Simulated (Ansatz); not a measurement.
This script makes an equation of state with a fit of CaI, space group P-6m2 with Ansatz 0.2.0, Python API.

Script `eos_cai.py`:
```python
"""Energy against volume for CaI, with a fit."""

import ansatz
import numpy as np

vectors0 = np.array([
    [4.14682, 0.0, 0.0],
    [-2.07341, 3.591252, 0.0],
    [0.0, 0.0, 4.576229],
])
sites = [
    ("Ca", [0.0, 0.0, 0.5]),
    ("I", [2 / 3, 1 / 3, 0.0]),
]


def crystal_on(cell):
    crystal = ansatz.Crystal(lattice=ansatz.Lattice.of(cell))
    for symbol, position in sites:
        crystal = crystal.atom(symbol, position)
    return crystal

# uniform scaling of the cell
volumes, energies, pressures = [], [], []
for scale in np.linspace(0.94, 1.06, 7):
    cell = vectors0 * scale ** (1 / 3)
    calculation = (
        crystal_on(cell).calculation()
        .functional("pbe")
        .occupations(ansatz.OccupationsMethod.COLD)
        .scf(tolerance=1e-09)
        .basis(500)
        .kpoints(8, 8, 6)
        .stress()
    )
    summary = calculation.run(threads=1).report
    volumes.append(abs(np.linalg.det(cell)) / len(sites))
    energies.append(summary["free_energy_ev"] / len(sites))
    pressures.append(np.trace(summary["stress_gpa"]) / 3)
    print(f"V = {volumes[-1]:8.4f} A^3/atom  F = {energies[-1]:.5f} eV/atom  P = {pressures[-1]:8.3f} GPa")

# third-order Birch-Murnaghan: a cubic in V^(-2/3)
x = np.array(volumes) ** (-2 / 3)
poly = np.polynomial.Polynomial.fit(x, energies, 3).convert()
roots = poly.deriv().roots()
x0 = min((r.real for r in roots if abs(r.imag) < 1e-9 and poly.deriv(2)(r.real) > 0), key=lambda r: abs(r - x.mean()))
v0 = x0 ** -1.5
b0 = 4 / 9 * poly.deriv(2)(x0) * v0 ** (-7 / 3) * 160.21766
b1 = 4 + 2 / 3 * x0 * poly.deriv(3)(x0) / poly.deriv(2)(x0)
print(f"V0 = {v0:.4f} A^3/atom, B0 = {b0:.1f} GPa, dB/dP = {b1:.2f}")
```

Its results, one of them left out:

| V (Å³/atom) | F less the lowest row shown (meV/atom) |
| --- | --- |
| 32.031 | ? |
| 32.712 | 3.35 |
| 33.394 | 0.62 |
| 34.075 | 0.00 |
| 34.757 | 1.27 |
| 35.438 | 4.22 |
| 36.120 | 8.66 |

What is the missing energy at 32.031 Å³ an atom?

A third-order Birch-Murnaghan fit, E = E0 + (9 V0 B0 / 16) [(t - 1)³ B' + (t - 1)² (6 - 4t)] with t = (V0/V)^(2/3), through the 6 rows shown gives V0 = 33.944 Å³, B0 = 22.6 GPa, B' = 4.88 and E0 = -0.03 meV. At V = 32.031 Å³, t = 1.03944, and the fit extrapolates to 8.47 meV. The run gave 8.46 meV, a miss of 0.01 meV.

Reading the output:
- The cell holds an odd number of electrons and is run without spin, so a magnetic state may lie lower.
- Shape and fractional positions are held along the curve, so the bulk modulus is an upper value where they are free to relax, by a factor of two or more in layered or hydrogen-bonded cells.
- For a metal this k-point mesh is coarse: on a finer one energies can move by several to tens of meV an atom and pressures by half a GPa or more, differences at one mesh by less.
- The program warned that this SCF threshold is loose for forces or stresses.
- Pressure is positive in compression.
- The structure comes from a database of computed cells and needn't be a stable or known phase.
- It ran for 49 s on 1 thread of Arm Neoverse V1, with other jobs on the host, peak memory 0.45 GiB.
